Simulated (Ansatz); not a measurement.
**C3H4In+: geometry optimisation**

Aim: relax C3H4In+ at this level.

The runs use Ansatz 0.2.0; RHF-MP2, frozen core/def2-TZVP.

### 1 Where the work starts

SMILES `[CH2+]C#[C][InH2]`, 8 atoms, charge 1, spin multiplicity 1.

Atoms are counted from 1 here; the program's logs count them from 0.

Bond lengths: C1–C2 1.347 Å, C1–H5 1.108 Å, C1–H6 1.108 Å, C2–C3 1.270 Å, C3–In4 2.235 Å, In4–H7 1.710 Å, In4–H8 1.708 Å. Angles: C2–C1–H5 121.1°, C2–C1–H6 121.1°, H5–C1–H6 117.8°, C1–C2–C3 179.8°, C2–C3–In4 178.9°, C3–In4–H7 106.4°, C3–In4–H8 108.0°, H7–In4–H8 145.6°.

As a file:

```xyz
8
C3H4In
C     1.7617    1.4540   -0.2491
C     0.7343    0.5977   -0.0903
C    -0.2357   -0.2092    0.0563
In   -1.9578   -1.6161    0.2771
H     1.7178    2.4829    0.1597
H     2.6787    1.1533   -0.7937
H    -2.9594   -1.3695   -1.0864
H    -1.7397   -2.4932    1.7264
```

### 2 Relaxation

Input file input.yaml:

```yaml
crystal:
  periodic: [false, false, false]
  atoms:
    - { symbol: C, position_ang: [1.761728, 1.453978, -0.249085] }
    - { symbol: C, position_ang: [0.734318, 0.597677, -0.090294] }
    - { symbol: C, position_ang: [-0.235718, -0.209152, 0.056261] }
    - { symbol: In, position_ang: [-1.957809, -1.616089, 0.277063] }
    - { symbol: H, position_ang: [1.717835, 2.48289, 0.159746] }
    - { symbol: H, position_ang: [2.67865, 1.153338, -0.793698] }
    - { symbol: H, position_ang: [-2.959351, -1.36948, -1.086441] }
    - { symbol: H, position_ang: [-1.739664, -2.493173, 1.726448] }
total_charge: 1
basis:
  gaussian: { orbitals: def2-TZVP }
hamiltonian:
  xc: hf
output:
  forces: true
correlation:
  method: mp2
relax:
  f_tol: 0.003
  max_steps: 120
```

Run with:

```console
$ ansatz run input.yaml --threads 1 --pin off --max-ram 2560MiB --backend cpu --events-out ev --progress --plain --runs-dir out
```

What does the calculation give? Wanted: energy gained; root mean square move.

The runs gave:

```
             quantity      value
        energy gained  0.0522 eV
root mean square move    0.039 Å
```

Bond lengths: C1–C2 1.345 Å, C1–H5 1.088 Å, C1–H6 1.088 Å, C2–C3 1.250 Å, C3–In4 2.243 Å, In4–H7 1.671 Å, In4–H8 1.671 Å. Angles: C2–C1–H5 120.8°, C2–C1–H6 120.8°, H5–C1–H6 118.4°, C1–C2–C3 180.0°, C2–C3–In4 180.0°, C3–In4–H7 105.7°, C3–In4–H8 105.8°, H7–In4–H8 148.5°. No frequencies were computed here.
